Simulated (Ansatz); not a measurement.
# W: the cost of one run

Computed with Ansatz 0.2.0 (DFT PBEsol, scalar-relativistic, plane waves, PAW, unless a step's input says otherwise).

The COD cell was measured well above room temperature, so it is larger than a cold one.

2 further runs of the same task are left out: 2 set aside as unsound or not needed.

### Step 1. Starting point

It takes space group Im-3m (No. 229, cubic). The conventional cell has a = 3.154 Å, b = 3.154 Å, c = 3.154 Å, α = 90.00°, β = 90.00°, γ = 90.00°. W (site symmetry m-3m) is surrounded by 8 W at 2.73 Å.

Structure file:

```
W
1.0
    -1.57718    1.57718    1.57718
     1.57718   -1.57718    1.57718
     1.57718    1.57718   -1.57718
W
1
Direct
  0.00000 0.00000 0.00000
```

This cell was relaxed beforehand with the same method: volume 15.69 Å³/atom, gap on the mesh none (metal).

### Step 2. The undisturbed cell

File input.yaml:

```yaml
crystal:
  lattice:
    - [-1.5771801387, 1.5771801387, 1.5771801387]
    - [1.5771801387, -1.5771801387, 1.5771801387]
    - [1.5771801387, 1.5771801387, -1.5771801387]
  atoms:
    - { symbol: W, position: [0.0, 0.0, 0.0] }
basis:
  ecutwfc: 420
kpoints:
  mp_grid: { grid: [16, 16, 16] }
hamiltonian:
  xc: pbesol
scf:
  occupations: { method: gaussian, width: 0.15 }
output:
  forces: true
  stress: true
  eigenvalues: true
  write_density: true
  write_potential: true
  elf: true
  volumetric_format: npy
```

Command:

```bash
ansatz run input.yaml --threads 1 --pin off --max-ram 2560MiB --backend cpu --events-out ev --progress --plain --runs-dir out
```

**Question.** How long does this run take on 1 thread of Arm Neoverse V2, shared host, and how much memory does it need?

About 1.7 s, with a peak of 0.28 GiB.
